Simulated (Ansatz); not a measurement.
**ZrH₂Se₂F₂ (singlet): from a generated start to a stationary point**

Where does this start of ZrH₂Se₂F₂ (singlet) end when it is relaxed?

Method: RKS PBE0/def2-SVP; program: Ansatz 0.2.0, Gaussian basis.

17 further runs of the same task are left out: 2 that didn't finish, 15 set aside as unsound or not needed.

## (1) The starting structure

7 atoms, charge 0, spin multiplicity 1.

Atoms are counted from 1 here; the program's logs count them from 0.

Bond lengths: F1–Zr2 1.208 Å, Zr2–F3 0.948 Å, Zr2–Se4 1.602 Å, Se4–H6 1.554 Å, Se5–H7 1.533 Å. Angles: F1–Zr2–F3 130.4°, F1–Zr2–Se4 96.6°, F3–Zr2–Se4 130.9°, Zr2–Se4–H6 114.2°.

The start is a generated structure. Sticks and bond lists go by distance. No spin-orbit coupling is included. Elements past krypton take def2 core potentials. 

## (2) The run

The input, in.yaml:

```yaml
crystal:
  periodic: [false, false, false]
  atoms:
    - {symbol: F, position_ang: [0.067900, -1.366600, -0.528500]}
    - {symbol: Zr, position_ang: [0.175100, -0.824200, 0.545800]}
    - {symbol: F, position_ang: [0.945500, -0.514400, 1.003200]}
    - {symbol: Se, position_ang: [-1.369800, -0.433400, 0.709800]}
    - {symbol: Se, position_ang: [1.292900, 0.306700, -1.161200]}
    - {symbol: H, position_ang: [-1.663400, 1.082800, 0.540700]}
    - {symbol: H, position_ang: [0.613000, 1.681200, -1.155400]}
basis:
  gaussian: {orbitals: def2-SVP}
hamiltonian: {xc: pbe0}
relax: {f_tol: 0.01, max_steps: 150}
```

Run with:

```console
> ansatz run in.yaml --threads 1 --pin off --events-out ev --progress --plain --max-ram 15360MiB --backend cuda --devices 0, --max-vram 18GiB
```

**Question.** What will these runs give? Wanted: energy gained; shift from the start; total energy; dipole moment.

The runs gave:

| quantity | value |
| --- | --- |
| steps | 40 |
| energy gained | 125.748 eV |
| shift from the start (rms) | 0.954 Å |
| total energy | -137411.9908 eV |
| dipole moment | 1.14 D |

**Reading.** By distance, Zr2–Se5 formed. Zr2–Se4 went from 1.602 to 2.567 Å. No vibrations were run, so this is a stationary point, not a proven minimum, and this spin need not be the ground state's.
